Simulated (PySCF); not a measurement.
# A gas-phase reaction: CH6Ge + Br2 → CH5BrGe + BrH

Wanted: the reaction energy for `[CH3][GeH3]` + `BrBr` → `[CH3][GeH2][Br]` + `Br`.

Computed with PySCF 2.14.0; each step states its level. No surroundings beyond the atoms listed, unless a continuum is named. Atoms count from 0, parts from 1.

## 1. The system as given

Each species was relaxed by itself at PBE0-D3(BJ)/def2-SVPD.

## 2. Reaction energy: wB97M-D3(BJ)/def2-TZVPD

Job settings and geometry (Å):

```
{"job": {"kind": "react", "xc": "wB97M-D3(BJ)", "basis": "def2-TZVPD"}, "charge": 0, "multiplicity": 1}
-1 CH6Ge charge 0 multiplicity 1
C      1.002810    -0.069510     0.043220
Ge    -0.945690     0.005010    -0.059310
H      1.334800    -1.070050     0.352810
H      1.378960     0.661140     0.772480
H      1.449460     0.156210    -0.934900
H     -1.406870     1.408960    -0.492020
H     -1.567710    -0.313300     1.312830
H     -1.468580    -1.019200    -1.083310

-1 Br2 charge 0 multiplicity 1
Br     1.150550    -0.003130     0.001390
Br    -1.150820     0.004990    -0.002700

+1 CH5BrGe charge 0 multiplicity 1
C     -1.007890    -0.094440    -0.344690
Ge     0.782590    -0.152740     0.398160
Br     1.682600     1.989790     0.241320
H     -1.468000    -1.092100    -0.291340
H     -1.628530     0.614100     0.219430
H     -0.971480     0.224590    -1.394630
H      1.727580    -1.066130    -0.395900
H      0.796250    -0.508400     1.891890

+1 BrH charge 0 multiplicity 1
Br     0.715050    -0.002470     0.001660
H     -0.708670     0.005820    -0.002550
```

With the program's defaults for keys left out, this is: wB97M-D3(BJ)/def2-TZVPD reaction energy of separated species, gas phase.

Started as:

```bash
OMP_NUM_THREADS=1 python cluster_run.py task.json out
```

This one command runs all jobs of the session in turn.

The program printed:

```text
species 1 (CH6Ge)
coarse grid: 27432 points
cycle   1  E = -2118.7180386536  dE = -7.550e-01  |g| = 5.754e-01  |ddm| = 2.295e+00
cycle   2  E = -2118.7223781533  dE = -4.339e-03  |g| = 5.815e-01  |ddm| = 8.191e-01
cycle   3  E = -2118.7461543092  dE = -2.378e-02  |g| = 1.333e-02  |ddm| = 3.679e-01
cycle   4  E = -2118.7462333757  dE = -7.907e-05  |g| = 7.422e-03  |ddm| = 3.088e-02
cycle   5  E = -2118.7462474212  dE = -1.405e-05  |g| = 1.484e-03  |ddm| = 8.337e-03
cycle   6  E = -2118.7462480905  dE = -6.692e-07  |g| = 3.819e-04  |ddm| = 3.200e-03
final grid: 56480 points
cycle   7  E = -2118.7461731710  dE = -4.008e-08  |g| = 2.986e-04  |ddm| = 3.048e-03
cycle   8  E = -2118.7461731743  dE = -3.280e-09  |g| = 3.176e-04  |ddm| = 5.887e-04
cycle   9  E = -2118.7461731814  dE = -7.151e-09  |g| = 1.496e-05  |ddm| = 1.916e-04
cycle  10  E = -2118.7461731815  dE = -1.442e-10  |g| = 6.118e-06  |ddm| = 5.179e-05
converged SCF energy = -2118.7461731815

species 2 (Br2)
coarse grid: 14664 points
cycle   1  E = -5148.2886919977  dE = -2.032e+00  |g| = 4.158e-01  |ddm| = 1.565e+00
cycle   2  E = -5148.3001172087  dE = -1.143e-02  |g| = 2.962e-01  |ddm| = 3.425e-01
cycle   3  E = -5148.3083610862  dE = -8.244e-03  |g| = 9.005e-03  |ddm| = 1.528e-01
cycle   4  E = -5148.3084056410  dE = -4.455e-05  |g| = 2.023e-03  |ddm| = 1.256e-02
cycle   5  E = -5148.3084092136  dE = -3.573e-06  |g| = 6.167e-04  |ddm| = 4.103e-03
final grid: 26152 points
cycle   6  E = -5148.3084027143  dE = -1.104e-07  |g| = 3.661e-04  |ddm| = 8.878e-04
cycle   7  E = -5148.3084027379  dE = -2.365e-08  |g| = 2.411e-04  |ddm| = 4.758e-04
cycle   8  E = -5148.3084027521  dE = -1.415e-08  |g| = 2.159e-05  |ddm| = 1.721e-04
cycle   9  E = -5148.3084027523  dE = -2.437e-10  |g| = 1.096e-05  |ddm| = 2.977e-05
converged SCF energy = -5148.3084027523

species 3 (CH5BrGe)
coarse grid: 32288 points
cycle   1  E = -4692.3096912883  dE = -1.616e+00  |g| = 6.702e-01  |ddm| = 2.383e+00
cycle   2  E = -4692.3233975257  dE = -1.371e-02  |g| = 6.731e-01  |ddm| = 9.800e-01
cycle   3  E = -4692.3612902684  dE = -3.789e-02  |g| = 4.376e-02  |ddm| = 4.400e-01
cycle   4  E = -4692.3615355616  dE = -2.453e-04  |g| = 8.631e-03  |ddm| = 4.392e-02
cycle   5  E = -4692.3615679481  dE = -3.239e-05  |g| = 2.345e-03  |ddm| = 2.024e-02
cycle   6  E = -4692.3615703292  dE = -2.381e-06  |g| = 8.775e-04  |ddm| = 5.440e-03
final grid: 64184 points
cycle   7  E = -4692.3614544870  dE = -3.190e-07  |g| = 6.293e-04  |ddm| = 6.061e-03
cycle   8  E = -4692.3614545460  dE = -5.899e-08  |g| = 5.180e-04  |ddm| = 1.317e-03
cycle   9  E = -4692.3614545993  dE = -5.333e-08  |g| = 5.094e-05  |ddm| = 3.769e-04
cycle  10  E = -4692.3614546023  dE = -2.978e-09  |g| = 2.185e-05  |ddm| = 2.253e-04
cycle  11  E = -4692.3614546025  dE = -1.928e-10  |g| = 5.020e-06  |ddm| = 4.756e-05
converged SCF energy = -4692.3614546025

species 4 (BrH)
coarse grid: 9808 points
cycle   1  E = -2574.7444817135  dE = -1.115e+00  |g| = 2.814e-01  |ddm| = 9.887e-01
cycle   2  E = -2574.7574488011  dE = -1.297e-02  |g| = 1.487e-01  |ddm| = 2.655e-01
cycle   3  E = -2574.7608846071  dE = -3.436e-03  |g| = 8.656e-03  |ddm| = 8.708e-02
cycle   4  E = -2574.7609219720  dE = -3.736e-05  |g| = 2.523e-03  |ddm| = 1.268e-02
cycle   5  E = -2574.7609264024  dE = -4.430e-06  |g| = 6.497e-04  |ddm| = 4.934e-03
final grid: 18448 points
cycle   6  E = -2574.7609110957  dE = -1.923e-07  |g| = 3.883e-04  |ddm| = 9.237e-04
cycle   7  E = -2574.7609111233  dE = -2.762e-08  |g| = 2.729e-04  |ddm| = 3.936e-04
cycle   8  E = -2574.7609111304  dE = -7.072e-09  |g| = 3.379e-05  |ddm| = 1.359e-04
cycle   9  E = -2574.7609111314  dE = -1.025e-09  |g| = 1.120e-05  |ddm| = 6.293e-05
cycle  10  E = -2574.7609111315  dE = -5.548e-11  |g| = 1.703e-06  |ddm| = 1.292e-05
converged SCF energy = -2574.7609111315

Reaction energy = -43.013 kcal/mol
```

Wall time 29 s (1 thread of Arm Neoverse V1, shared host); peak memory 0.73 GiB.

Species by species (with the dispersion term, which the log's SCF energies lack):

```tsv
ν	species	energy (Eh)	HOMO (eV)
-1	[CH3][GeH3]	-2118.75204	-11.23
-1	BrBr	-5148.30959	-10.44
+1	[CH3][GeH2][Br]	-4692.36870	-10.33
+1	Br	-2574.76148	-11.15
```

## 3. Energies of the species: PBE0-D3(BJ)/def2-TZVPD

The job, as its differences from that of step 2:

```diff
@@ -1,2 +1,2 @@
-{"job": {"kind": "react", "xc": "wB97M-D3(BJ)", "basis": "def2-TZVPD"}, "charge": 0, "multiplicity": 1}
+{"job": {"kind": "react", "xc": "PBE0", "basis": "def2-TZVPD", "disp": "d3bj"}, "charge": 0, "multiplicity": 1}
 -1 CH6Ge charge 0 multiplicity 1
```

Level: PBE0-D3(BJ)/def2-TZVPD reaction energy of separated species, gas phase.

The program printed:

```text
species 1 (CH6Ge)
coarse grid: 27432 points
cycle   1  E = -2118.3647517716  dE = -7.498e-01  |g| = 6.644e-01  |ddm| = 2.369e+00
cycle   2  E = -2118.3434595487  dE =  2.129e-02  |g| = 7.806e-01  |ddm| = 9.435e-01
cycle   3  E = -2118.4076300728  dE = -6.417e-02  |g| = 2.283e-02  |ddm| = 5.139e-01
cycle   4  E = -2118.4077434318  dE = -1.134e-04  |g| = 1.366e-02  |ddm| = 3.497e-02
cycle   5  E = -2118.4077907774  dE = -4.735e-05  |g| = 2.596e-03  |ddm| = 1.029e-02
cycle   6  E = -2118.4077921808  dE = -1.403e-06  |g| = 2.529e-04  |ddm| = 2.479e-03
final grid: 56480 points
cycle   7  E = -2118.4077967963  dE = -1.890e-08  |g| = 2.786e-04  |ddm| = 3.308e-03
cycle   8  E = -2118.4077967949  dE =  1.365e-09  |g| = 3.649e-04  |ddm| = 5.048e-04
cycle   9  E = -2118.4077968086  dE = -1.374e-08  |g| = 2.220e-05  |ddm| = 2.332e-04
cycle  10  E = -2118.4077968088  dE = -1.710e-10  |g| = 9.681e-07  |ddm| = 3.030e-05
converged SCF energy = -2118.4077968088

species 2 (Br2)
coarse grid: 14664 points
cycle   1  E = -5147.6955175423  dE = -1.992e+00  |g| = 4.158e-01  |ddm| = 1.609e+00
cycle   2  E = -5147.7001486434  dE = -4.631e-03  |g| = 3.188e-01  |ddm| = 3.040e-01
cycle   3  E = -5147.7078030103  dE = -7.654e-03  |g| = 2.250e-02  |ddm| = 1.633e-01
cycle   4  E = -5147.7079140887  dE = -1.111e-04  |g| = 7.934e-03  |ddm| = 2.329e-02
cycle   5  E = -5147.7079303762  dE = -1.629e-05  |g| = 5.812e-04  |ddm| = 6.034e-03
cycle   6  E = -5147.7079304349  dE = -5.876e-08  |g| = 9.434e-05  |ddm| = 7.038e-04
final grid: 26152 points
cycle   7  E = -5147.7079425653  dE = -3.399e-09  |g| = 8.878e-05  |ddm| = 2.090e-04
cycle   8  E = -5147.7079425656  dE = -2.783e-10  |g| = 7.651e-05  |ddm| = 1.000e-04
cycle   9  E = -5147.7079425660  dE = -4.147e-10  |g| = 2.356e-06  |ddm| = 3.912e-05
converged SCF energy = -5147.7079425660

species 3 (CH5BrGe)
coarse grid: 32288 points
cycle   1  E = -4691.6663418433  dE = -1.628e+00  |g| = 7.430e-01  |ddm| = 2.456e+00
cycle   2  E = -4691.6390376632  dE =  2.730e-02  |g| = 8.763e-01  |ddm| = 1.114e+00
cycle   3  E = -4691.7235214921  dE = -8.448e-02  |g| = 6.615e-02  |ddm| = 6.221e-01
cycle   4  E = -4691.7239552062  dE = -4.337e-04  |g| = 9.952e-03  |ddm| = 4.902e-02
cycle   5  E = -4691.7239687483  dE = -1.354e-05  |g| = 4.639e-03  |ddm| = 1.438e-02
cycle   6  E = -4691.7239751166  dE = -6.368e-06  |g| = 8.296e-04  |ddm| = 5.411e-03
final grid: 64184 points
cycle   7  E = -4691.7239738027  dE =  4.632e-08  |g| = 1.073e-03  |ddm| = 5.741e-03
cycle   8  E = -4691.7239736096  dE =  1.931e-07  |g| = 1.418e-03  |ddm| = 1.793e-03
cycle   9  E = -4691.7239740803  dE = -4.707e-07  |g| = 3.981e-05  |ddm| = 9.938e-04
cycle  10  E = -4691.7239740807  dE = -3.738e-10  |g| = 6.380e-06  |ddm| = 4.159e-05
converged SCF energy = -4691.7239740807

species 4 (BrH)
coarse grid: 9808 points
cycle   1  E = -2574.4494535286  dE = -1.081e+00  |g| = 2.724e-01  |ddm| = 1.042e+00
cycle   2  E = -2574.4540917904  dE = -4.638e-03  |g| = 1.699e-01  |ddm| = 2.601e-01
cycle   3  E = -2574.4588661860  dE = -4.774e-03  |g| = 3.007e-02  |ddm| = 1.194e-01
cycle   4  E = -2574.4590976721  dE = -2.315e-04  |g| = 4.156e-03  |ddm| = 2.212e-02
cycle   5  E = -2574.4591016745  dE = -4.002e-06  |g| = 1.311e-03  |ddm| = 4.270e-03
final grid: 18448 points
cycle   6  E = -2574.4591027993  dE = -7.035e-08  |g| = 1.375e-03  |ddm| = 2.024e-03
cycle   7  E = -2574.4591028137  dE = -1.433e-08  |g| = 1.399e-03  |ddm| = 1.791e-03
cycle   8  E = -2574.4591030346  dE = -2.209e-07  |g| = 5.149e-05  |ddm| = 8.398e-04
cycle   9  E = -2574.4591030352  dE = -6.735e-10  |g| = 1.026e-05  |ddm| = 4.413e-05
converged SCF energy = -2574.4591030352

Reaction energy = -42.798 kcal/mol
```

Wall time 15 s (1 thread of Arm Neoverse V1, shared host); peak memory 0.62 GiB.

Reaction energy at this level: -42.80 kcal/mol.

## 4. Energies of the species: MP2/def2-TZVPD

The job, as its differences from that of step 3:

```diff
@@ -1,2 +1,2 @@
-{"job": {"kind": "react", "xc": "PBE0", "basis": "def2-TZVPD", "disp": "d3bj"}, "charge": 0, "multiplicity": 1}
+{"job": {"kind": "react", "xc": "MP2", "basis": "def2-TZVPD"}, "charge": 0, "multiplicity": 1}
 -1 CH6Ge charge 0 multiplicity 1
```

With the program's defaults for keys left out, this is: MP2/def2-TZVPD reaction energy of separated species, gas phase.

The program printed:

```text
species 1 (CH6Ge)
final grid: 56480 points
cycle   1  E = -2116.7085092947  dE = -7.929e-01  |g| = 3.538e-01  |ddm| = 2.267e+00
cycle   2  E = -2116.7320299066  dE = -2.352e-02  |g| = 2.254e-01  |ddm| = 4.513e-01
cycle   3  E = -2116.7360603448  dE = -4.030e-03  |g| = 3.573e-02  |ddm| = 1.773e-01
cycle   4  E = -2116.7365943862  dE = -5.340e-04  |g| = 4.765e-03  |ddm| = 6.019e-02
cycle   5  E = -2116.7366037299  dE = -9.344e-06  |g| = 1.227e-03  |ddm| = 1.150e-02
cycle   6  E = -2116.7366044116  dE = -6.817e-07  |g| = 3.937e-04  |ddm| = 3.197e-03
cycle   7  E = -2116.7366044878  dE = -7.614e-08  |g| = 8.704e-05  |ddm| = 1.049e-03
cycle   8  E = -2116.7366044929  dE = -5.089e-09  |g| = 1.589e-05  |ddm| = 2.512e-04
cycle   9  E = -2116.7366044930  dE = -1.801e-10  |g| = 3.997e-06  |ddm| = 4.982e-05
converged SCF energy = -2116.7366044930

species 2 (Br2)
final grid: 26152 points
cycle   1  E = -5144.8048461276  dE = -2.062e+00  |g| = 2.909e-01  |ddm| = 1.538e+00
cycle   2  E = -5144.8189359662  dE = -1.409e-02  |g| = 1.474e-01  |ddm| = 2.565e-01
cycle   3  E = -5144.8217329277  dE = -2.797e-03  |g| = 1.800e-02  |ddm| = 9.135e-02
cycle   4  E = -5144.8218981395  dE = -1.652e-04  |g| = 4.299e-03  |ddm| = 2.375e-02
cycle   5  E = -5144.8219102260  dE = -1.209e-05  |g| = 1.080e-03  |ddm| = 6.539e-03
cycle   6  E = -5144.8219107294  dE = -5.034e-07  |g| = 1.901e-04  |ddm| = 1.295e-03
cycle   7  E = -5144.8219107458  dE = -1.637e-08  |g| = 2.978e-05  |ddm| = 2.742e-04
cycle   8  E = -5144.8219107462  dE = -3.838e-10  |g| = 3.080e-06  |ddm| = 6.117e-05
converged SCF energy = -5144.8219107462

species 3 (CH5BrGe)
final grid: 64184 points
cycle   1  E = -4688.5819858830  dE = -1.646e+00  |g| = 4.436e-01  |ddm| = 2.326e+00
cycle   2  E = -4688.6206729246  dE = -3.869e-02  |g| = 2.915e-01  |ddm| = 6.244e-01
cycle   3  E = -4688.6296535854  dE = -8.981e-03  |g| = 4.331e-02  |ddm| = 2.270e-01
cycle   4  E = -4688.6302899267  dE = -6.363e-04  |g| = 1.143e-02  |ddm| = 6.611e-02
cycle   5  E = -4688.6303421135  dE = -5.219e-05  |g| = 2.504e-03  |ddm| = 1.826e-02
cycle   6  E = -4688.6303456977  dE = -3.584e-06  |g| = 8.838e-04  |ddm| = 6.620e-03
cycle   7  E = -4688.6303461928  dE = -4.951e-07  |g| = 2.864e-04  |ddm| = 2.361e-03
cycle   8  E = -4688.6303462643  dE = -7.148e-08  |g| = 8.109e-05  |ddm| = 8.949e-04
cycle   9  E = -4688.6303462683  dE = -3.982e-09  |g| = 2.127e-05  |ddm| = 2.022e-04
cycle  10  E = -4688.6303462686  dE = -3.192e-10  |g| = 4.689e-06  |ddm| = 7.682e-05
converged SCF energy = -4688.6303462686

species 4 (BrH)
final grid: 18448 points
cycle   1  E = -2572.9852622439  dE = -1.144e+00  |g| = 2.202e-01  |ddm| = 9.640e-01
cycle   2  E = -2572.9999186199  dE = -1.466e-02  |g| = 7.760e-02  |ddm| = 2.157e-01
cycle   3  E = -2573.0014423941  dE = -1.524e-03  |g| = 1.588e-02  |ddm| = 5.815e-02
cycle   4  E = -2573.0016142937  dE = -1.719e-04  |g| = 5.005e-03  |ddm| = 1.886e-02
cycle   5  E = -2573.0016334195  dE = -1.913e-05  |g| = 1.691e-03  |ddm| = 6.805e-03
cycle   6  E = -2573.0016348225  dE = -1.403e-06  |g| = 3.418e-04  |ddm| = 2.059e-03
cycle   7  E = -2573.0016348961  dE = -7.364e-08  |g| = 5.979e-05  |ddm| = 6.414e-04
cycle   8  E = -2573.0016348976  dE = -1.422e-09  |g| = 8.468e-06  |ddm| = 8.660e-05
cycle   9  E = -2573.0016348976  dE = -4.638e-11  |g| = 1.310e-06  |ddm| = 1.889e-05
converged SCF energy = -2573.0016348976

Reaction energy = -46.729 kcal/mol
```

Wall time 8.5 s (1 thread of Arm Neoverse V1, shared host); peak memory 0.55 GiB.

Reaction energy at this level: -46.73 kcal/mol.

## 5. Side by side

Energies in kcal/mol, with wall time:

```tsv
run	reaction	time
wB97M-D3(BJ)/def2-TZVPD	-43.01	29 s
PBE0-D3(BJ)/def2-TZVPD	-42.80	15 s
MP2/def2-TZVPD	-46.73	8.5 s
```

## 6. What came out

| quantity | value |
| --- | --- |
| reaction energy (wB97M-D3(BJ)/def2-TZVPD) | -43.01 kcal/mol |
| ΔH, ΔG at 298 K (xTB thermal terms) | -43.9, -44.6 kcal/mol |
| range of the reaction energy over the runs of this table | -46.73 to -42.80 kcal/mol |

**Reading.** The reaction is exothermic by 43.9 kcal/mol in the gas phase; dispersion gives -0.47, and xTB itself gave -32.00 for the electronic energy (xTB energies and thermal terms come from the earlier relaxation of each species, not shown). No barrier was sought. xTB and this level differ widely in the electronic energy, so what comes from xTB (the thermal terms above all) is less safe here. The reaction energy runs from -46.73 (MP2/def2-TZVPD) to -42.80 kcal/mol (PBE0-D3(BJ)/def2-TZVPD).
